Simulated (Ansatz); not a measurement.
# GeH₄O (built from SMILES O.[GeH2]): single points off equilibrium

How do the functionals fare away from a minimum? The structure is a displaced guess of a reacting structure.

Method: single points in def2-TZVPP; program: Ansatz 0.2.0, Gaussian basis.

Correlated methods freeze the cores. Filled d shells of the heavier atoms are correlated.

**1. The system as given**

6 atoms, charge 0, spin multiplicity 1.

Atoms are counted from 1 here; the program's logs count them from 0.

Bond lengths: Ge1–H2 1.818 Å, Ge1–H5 1.763 Å, O3–H6 1.142 Å. Angles: H2–Ge1–H5 76.5°.

Geometry (Å):

```xyz
6
GeH4O
Ge   -0.16240    0.73000    1.22010
H     0.13390    0.06640   -0.44610
O     0.04170   -1.29030   -0.45440
H     0.26420    1.56010   -0.52730
H    -1.74710    0.81830    0.45360
H     1.10320   -1.69540   -0.33990
```

**2. CCSD(T)/def2-TZVPP**

The input, run/in.yaml:

```yaml
crystal:
  periodic: [false, false, false]
  atoms:
    - {symbol: Ge, position_ang: [-0.162400, 0.730000, 1.220100]}
    - {symbol: H, position_ang: [0.133900, 0.066400, -0.446100]}
    - {symbol: O, position_ang: [0.041700, -1.290300, -0.454400]}
    - {symbol: H, position_ang: [0.264200, 1.560100, -0.527300]}
    - {symbol: H, position_ang: [-1.747100, 0.818300, 0.453600]}
    - {symbol: H, position_ang: [1.103200, -1.695400, -0.339900]}
basis:
  gaussian: {orbitals: def2-TZVPP}
correlation: {method: ccsd_t}
output: {forces: true}
```

No record of the launch command was kept for these runs.

**3. PBE0-D4/def2-TZVPP**

run/in.yaml, as its differences from that of step 2:

```diff
@@ -11,3 +11,3 @@
   gaussian: {orbitals: def2-TZVPP}
-correlation: {method: ccsd_t}
-output: {forces: true}
+hamiltonian: {xc: pbe0, dispersion: d4}
+output: {forces: true, orbitals: {seedname: orbitals}}
```

**4. wB97M-V/def2-TZVPP**

run/in.yaml, as its differences from that of step 3:

```diff
@@ -11,3 +11,3 @@
   gaussian: {orbitals: def2-TZVPP}
-hamiltonian: {xc: pbe0, dispersion: d4}
-output: {forces: true, orbitals: {seedname: orbitals}}
+hamiltonian: {xc: {name: wB97M-V}}
+output: {forces: true}
```

**5. r2SCAN-D4/def2-TZVPP**

run/in.yaml, as its differences from that of step 4:

```diff
@@ -11,3 +11,3 @@
   gaussian: {orbitals: def2-TZVPP}
-hamiltonian: {xc: {name: wB97M-V}}
+hamiltonian: {xc: r2scan, dispersion: d4}
 output: {forces: true}
```

**6. PBE-D4/def2-TZVPP**

run/in.yaml, as its differences from that of step 5:

```diff
@@ -11,3 +11,3 @@
   gaussian: {orbitals: def2-TZVPP}
-hamiltonian: {xc: r2scan, dispersion: d4}
+hamiltonian: {xc: pbe, dispersion: d4}
 output: {forces: true}
```

**7. r2SCAN0-D4/def2-TZVPP**

run/in.yaml, as its differences from that of step 6:

```diff
@@ -11,3 +11,3 @@
   gaussian: {orbitals: def2-TZVPP}
-hamiltonian: {xc: pbe, dispersion: d4}
+hamiltonian: {xc: {name: r2SCAN0}, dispersion: d4}
 output: {forces: true}
```

**8. r2SCANh-D4/def2-TZVPP**

run/in.yaml, as its differences from that of step 7:

```diff
@@ -11,3 +11,3 @@
   gaussian: {orbitals: def2-TZVPP}
-hamiltonian: {xc: {name: r2SCAN0}, dispersion: d4}
+hamiltonian: {xc: {name: r2SCANh}, dispersion: d4}
 output: {forces: true}
```

(Steps that only read results are left out.)

Before running it: what results should come out? Wanted: energy less free atoms, CCSD(T)/def2-TZVPP; RMS force component; RMS force error; HOMO and LUMO, PBE0-D4; T1 diagnostic.

The runs gave:

| quantity | value |
| --- | --- |
| energy less free atoms, CCSD(T)/def2-TZVPP | -1280.2 kJ/mol |
| RMS force component | 1.813 to 2.200 eV/Å over the methods |
| RMS force error | PBE0-D4 0.118, wB97M-V 0.140, r2SCAN-D4 0.125, PBE-D4 0.262, r2SCAN0-D4 0.188, r2SCANh-D4 0.109 eV/Å |
| HOMO and LUMO, PBE0-D4 | -7.64 and -2.92 eV |
| T1 diagnostic | 0.018 |

**Reading.** Against CCSD(T) the functionals' energies less atoms differ by -103.4 to +20.7 kJ/mol, PBE-D4 by -103.4 kJ/mol. The reference is not at the basis limit: in triple zeta CCSD(T) underbinds, which counts against methods that bind more; the gaps are no ranking. For forces r2SCANh-D4 does best and PBE-D4 worst. Frozen-core CCSD(T) forces in triple zeta carry basis errors of their own, and this is one geometry, so small gaps rank nothing.
